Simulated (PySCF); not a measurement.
# CoH3: relaxation and vibrations of the triplet

Aim: relax CoH3 as a triplet from a trigonal planar start, check by its vibrations whether the end is a minimum, and collect its spectrum and constants.

Method: PBE0, basis Co def2-TZVP, H def2-TZVP, no relativity, density fitting; program: PySCF 2.14.0.

## Step 1: The system as given

4 atoms, charge 0, spin multiplicity 3.

Bond lengths: Co1–H2 1.430 Å, Co1–H3 1.430 Å, Co1–H4 1.430 Å. Angles: H2–Co1–H3 120.0°, H2–Co1–H4 120.0°, H3–Co1–H4 120.0°.

```xyz
4
charge 0 multiplicity 3
Co    0.0000    0.0000    0.0000
H     1.4300    0.0000    0.0000
H    -0.7150    1.2384    0.0000
H    -0.7150   -1.2384    0.0000
```

## Step 2: Trigonal planar start, triplet: relaxation

The steps below are one call of a driver around PySCF. For each, scf.py gives the equivalent set-up of the SCF; relaxations use the driver's own optimiser. Before each start the driver seeks the lowest SCF state from one or more starting densities and follows internal instabilities, so scf.py alone need not reach the same state.

The program finds D3h symmetry in the start, which this walk keeps.

File scf.py:

```python
from pyscf import gto, scf, dft
mol = gto.M(atom='''
Co     0.000000    -0.000000    -0.000000
H      1.429991     0.000008    -0.000000
H     -0.715002     1.238404     0.000000
H     -0.714988    -1.238412    -0.000000''',
    basis={'Co': 'def2-TZVP', 'H': 'def2-TZVP'},
    charge=0, spin=2)
mf = dft.UKS(mol, xc='PBE0')
mf.grids.atom_grid = (50, 194)
aux = {'Co': 'def2-universal-JKFIT', 'H': 'def2-universal-JKFIT'}
mf = mf.density_fit(auxbasis=aux)
mf.kernel()
```

The runs that follow: Relaxing without the symmetry constraint; Is it a minimum? Harmonic modes; Downhill along the imaginary mode; Frequencies.

Before running it: what results should come out? Wanted: minimum; geometry; wavenumbers; dipole moment; highest occupied, lowest empty level; polar-tensor charge of Co1; zero-point energy; atomisation energy; ⟨S²⟩.

As calculated:

```
                                          quantity                                                                                              value
                                           minimum                                                                                       triplet, C2v
                                          geometry  Co–H 1.567 Å, Co–H 1.684 Å (×2), H–H 0.816 Å; Co–H–H 76.0° (×2), H–Co–H 28.0°, H–Co–H 166.0° (×2)
                                wavenumbers (cm⁻¹)                                      509 (b2), 542 (b1), 946 (a1), 1452 (b2), 1777 (a1), 3349 (a1)
                                     dipole moment                                                                                             3.49 D
highest occupied, lowest empty level (either spin)                                                                                    -6.34, -1.47 eV
                        polar-tensor charge of Co1                                                                                            +0.25 e
                                 zero-point energy                                                                                        51.3 kJ/mol
                               entropy at 298.15 K                                                                                    230.5 J/(mol K)
         atomisation energy (no zero-point energy)                                                                                         739 kJ/mol
                                              ⟨S²⟩                                                                                              2.023
```

What this shows: The trigonal planar start (D3h) ends in a minimum of C2v symmetry, after a stop at a saddle point 95.5 kJ/mol higher, from which it was pushed off along an imaginary mode. In the infrared the band at 3349 cm⁻¹ (a1) leads. Most of the spin sits on Co1 (Mulliken spin 2.12, against 2 for the whole molecule). Other starts or spin states, not run here, may lie lower. One determinant may miss the lowest occupation of an open d or f shell.
